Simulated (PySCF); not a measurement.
# trans-Sn(PH3)2Cl4: geometry, NMR shifts and electronic excitations

Aim: predict the NMR shifts and electronic excitations of trans-Sn(PH3)2Cl4 (`[PH3]->[Sn](<-[PH3])([Cl])([Cl])([Cl])[Cl]`).

Programs: PySCF 2.14.0, with density-fitted response routines of our own. Each step states its level of theory. These are calculated values for one molecule in the gas phase, unless marked as measured. Atoms are numbered from 0 throughout.

### Step 1. Starting geometry

13 atoms, charge 0, multiplicity 1; geometry from: GFN1-xTB. The atoms were then displaced at random by about 0.03 Å, so the start is not that level's minimum.

Bonds of the start (Å): Sn0–P1 2.61, Sn0–P5 2.64, Sn0–Cl9 2.30, Sn0–Cl10 2.60, Sn0–Cl11 2.46, Sn0–Cl12 2.38, P1–H2 1.39, P1–H3 1.42, P1–H4 1.36, P5–H6 1.41, P5–H7 1.34, P5–H8 1.35.

### Step 2. Geometry optimisation at PBE0-D3(BJ)/def2-SVP

Job settings and geometry (Å):

```
{"job": {"xc": "PBE0", "basis": "def2-SVP", "d3": "d3bj", "grid": 1, "maxiter": 40, "shake": 0.03, "kind": "geom"}, "charge": 0, "multiplicity": 1}
Sn     0.585700     0.172540     0.009370
P     -0.156250    -0.005950     2.508160
H     -0.477970     0.979400     3.431760
H      0.718790    -0.809270     3.287460
H     -1.335560    -0.679790     2.530560
P     -0.078050    -0.078770    -2.530780
H      0.795650    -0.226830    -3.628400
H     -0.799680     0.944290    -2.995160
H     -0.895290    -1.136330    -2.707140
Cl     2.880560     0.083440    -0.046920
Cl    -1.970970     0.168570    -0.458970
Cl     0.514240     2.631530    -0.029380
Cl     0.249470    -2.094960     0.651630
```

Started as:

```bash
OMP_NUM_THREADS=1 python probes_run.py task.json out
```

The driver reads the jobs from task.json and runs them one after another.

**Question.** This job is followed by: GIAO PBE0/pcSseg-1 Sn:def2-TZVP NMR shielding, non-relativistic, gas phase; TDDFT PBE0/def2-SVPD, vertical, gas phase, core orbitals frozen in the response; GIAO KT2/pcSseg-1 Sn:def2-TZVP NMR shielding, non-relativistic, gas phase. What will the session give for the following? point group; rotational constants (main isotopes); 1H shifts against TMS (PBE0/def2-TZVP+pcSseg-1, means over atoms taken as alike); 31P shifts against H3PO4 (PBE0/def2-TZVP+pcSseg-1, means over atoms taken as alike); 35Cl shifts against HCl (PBE0/def2-TZVP+pcSseg-1, means over atoms taken as alike); surface potential, 1st and 99th percentile; lowest singlet (PBE0/def2-SVPD); brightest single state of those computed; lowest triplet; vertical ionisation energy (ΔSCF); vertical electron affinity (ΔSCF); range of the shift of Cl9.

As calculated:

| quantity | value |
| --- | --- |
| point group | C1 |
| rotational constants (main isotopes) | 0.63, 0.55, 0.54 GHz |
| 1H shifts against TMS (PBE0/def2-TZVP+pcSseg-1, means over atoms taken as alike) | 4.07 ppm |
| 31P shifts against H3PO4 (PBE0/def2-TZVP+pcSseg-1, means over atoms taken as alike) | -174.4 ppm |
| 35Cl shifts against HCl (PBE0/def2-TZVP+pcSseg-1, means over atoms taken as alike) | 387 ppm |
| surface potential, 1st and 99th percentile | -1.26 V and 1.64 V |
| lowest singlet (PBE0/def2-SVPD) | 3.79 eV (327 nm), f = 0.000 |
| brightest single state of those computed | state 4, 4.45 eV, f = 0.069 |
| lowest triplet | 3.55 eV |
| vertical ionisation energy (ΔSCF) | 9.47 eV |
| vertical electron affinity (ΔSCF) | 1.37 eV |
| range of the shift of Cl9 | 387 to 473 ppm |

In words: The start was shaken at random, so part of the energy gained undoes that. Over 15 steps the energy fell by 0.741 eV; of the close pairs, Sn0–Cl10 changed most, 2.599 to 2.409 Å. At PBE0/def2-TZVP+pcSseg-1: The largest span, 752 ppm, is at Cl9, Cl10, Cl11, Cl12, where the paramagnetic term is -593 ppm. At PBE0/def2-TZVP+pcSseg-1, counted by nearest atom on the grid, the HOMO lies on 4 Cl atoms about 25 % each, the LUMO on Sn0 34 %; 4 Cl atoms about 11 % each. The first singlet state (HOMO→LUMO 0.99) lies at 3.79 eV and is dark; of the 10 states computed, the strongest absorption comes from states 2 to 4 together at 4.45 eV. The lowest triplet lies 0.24 eV below the lowest singlet (triplets in Tamm-Dancoff, singlets in full TDDFT). Spin-orbit coupling, left out, mixes singlets and triplets in elements this heavy. The orbital energy would give 7.85 eV for ionisation, ΔSCF gives 9.47 eV. Across the 2 runs the shift of Cl9 (with its like atoms) moves most, between 387 (PBE0/def2-TZVP+pcSseg-1) and 473 ppm (KT2/def2-TZVP+pcSseg-1). Spin-orbit coupling is left out, which matters for shieldings and couplings at and beside the heavy atoms.
